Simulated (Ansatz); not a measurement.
**AlBH6Si2: a ladder of functionals and wavefunction methods**

The task here is to estimate one member of a computed series from the others.

Method: functionals in def2-TZVPP, the program's frozen cores in correlated methods; program: Ansatz 0.2.0, Gaussian basis.

Plan: LDA (SPW92), PBE-D4, revPBE-D4, BLYP-D4, r2SCAN-D4, B97M-V, PBE0-D4, B3LYP-D4, r2SCANh-D4, r2SCAN0-D4, HSE06-D4, BHLYP-D4, CAM-B3LYP-D4, LC-ωPBE, ωB97X-V, ωB97M-V, B2PLYP, PBE-QIDH; CCSD(T)/def2-SVP; CCSD(T)/def2-TZVPP; MP2/def2-QZVPP; extrapolation to the limit; RPA on PBE.

## Structure used throughout

An earlier PBE0-D4 in a triple-zeta def2 set relaxation fixed the geometry.

SMILES `[SiH3][Al]1[BH][SiH2]1`, 10 atoms, charge 0, spin multiplicity 1.

Atoms are counted from 1 here; the program's logs count them from 0.

Bond lengths: Si1–Al2 2.451 Å, Si1–H5 1.489 Å, Si1–H6 1.489 Å, Si1–H7 1.489 Å, Al2–B3 2.009 Å, Al2–Si4 2.440 Å, B3–Si4 1.851 Å, B3–H8 1.185 Å, Si4–H9 1.564 Å, Si4–H10 1.489 Å. Angles: Al2–Si1–H5 110.4°, Al2–Si1–H6 110.5°, Al2–Si1–H7 110.5°, H5–Si1–H6 108.4°, H5–Si1–H7 108.4°, H6–Si1–H7 108.5°, Si1–Al2–B3 174.7°, Si1–Al2–Si4 137.3°, B3–Al2–Si4 48.0°, Al2–B3–Si4 78.3°, Al2–B3–H8 143.3°, Si4–B3–H8 138.4°, Al2–Si4–B3 53.7°, Al2–Si4–H9 51.0°, Al2–Si4–H10 153.5°, B3–Si4–H9 104.7°, B3–Si4–H10 152.8°, H9–Si4–H10 102.5°.

Set-up of the first run:

Contents of in.yaml:

```yaml
crystal:
  periodic: [false, false, false]
  atoms:
    - {symbol: Si, position_ang: [-1.545441, 1.289548, -1.101271]}
    - {symbol: Al, position_ang: [-0.171365, -0.524462, -0.191143]}
    - {symbol: B, position_ang: [0.846815, -2.129050, 0.461618]}
    - {symbol: Si, position_ang: [1.747771, -0.745671, 1.299406]}
    - {symbol: H, position_ang: [-2.598813, 0.742782, -1.999992]}
    - {symbol: H, position_ang: [-2.209849, 2.043081, -0.002540]}
    - {symbol: H, position_ang: [-0.706098, 2.238531, -1.883287]}
    - {symbol: H, position_ang: [0.901541, -3.310510, 0.395526]}
    - {symbol: H, position_ang: [1.005216, 0.550451, 0.836012]}
    - {symbol: H, position_ang: [2.813321, -0.205900, 2.188672]}
basis:
  gaussian: {orbitals: def2-TZVPP}
hamiltonian: {xc: lda}
output: {orbitals: {seedname: orbitals}}
```

Started as:

```sh
ansatz run in.yaml --threads 2 --pin off --events-out ev --progress --plain --max-ram 4352MiB
```

Among the steps run: LDA; PBE-D4 (GGA); revPBE-D4 (GGA); BLYP-D4 (GGA); r2SCAN-D4 (meta-GGA); B97M-V (meta-GGA); B3LYP-D4 (hybrid); r2SCANh-D4 (hybrid); r2SCAN0-D4 (hybrid); HSE06-D4 (hybrid); BHLYP-D4 (hybrid); CAM-B3LYP-D4 (range-separated); LC-ωPBE (range-separated); ωB97X-V (range-separated); ωB97M-V (range-separated); B2PLYP (double hybrid); PBE-QIDH (double hybrid).

One table of the session follows, with a row left open; its other results are not shown here.

It belongs to the step «Frontier levels by functional». 

| functional | HOMO (eV) | LUMO (eV) | gap (eV) |
| --- | --- | --- | --- |
| LDA (SPW92) | -5.66 | -2.57 | 3.09 |
| PBE-D4 | -5.51 | -2.41 | 3.11 |
| revPBE-D4 | ? | ? | ? |
| BLYP-D4 | -5.27 | -2.22 | 3.05 |
| r2SCAN-D4 | -5.67 | -2.26 | 3.41 |
| B97M-V | -5.64 | -2.29 | 3.35 |
| PBE0-D4 | -6.29 | -1.70 | 4.59 |
| B3LYP-D4 | -6.05 | -1.82 | 4.23 |
| r2SCANh-D4 | -5.97 | -2.01 | 3.96 |
| r2SCAN0-D4 | -6.41 | -1.63 | 4.78 |
| HSE06-D4 | -5.91 | -2.07 | 3.84 |
| BHLYP-D4 | -6.83 | -0.86 | 5.98 |
| CAM-B3LYP-D4 | -7.30 | -0.70 | 6.60 |
| LC-ωPBE | -8.52 | 0.20 | 8.73 |
| ωB97X-V | -8.24 | 0.16 | 8.40 |
| ωB97M-V | -8.15 | -0.03 | 8.12 |

**Question.** Estimate the row for revPBE-D4.

As computed: HOMO (eV): -5.46; LUMO (eV): -2.34; gap (eV): 3.12. In the column «HOMO (eV)» it lies between PBE-D4 (-5.51) and BLYP-D4 (-5.27).
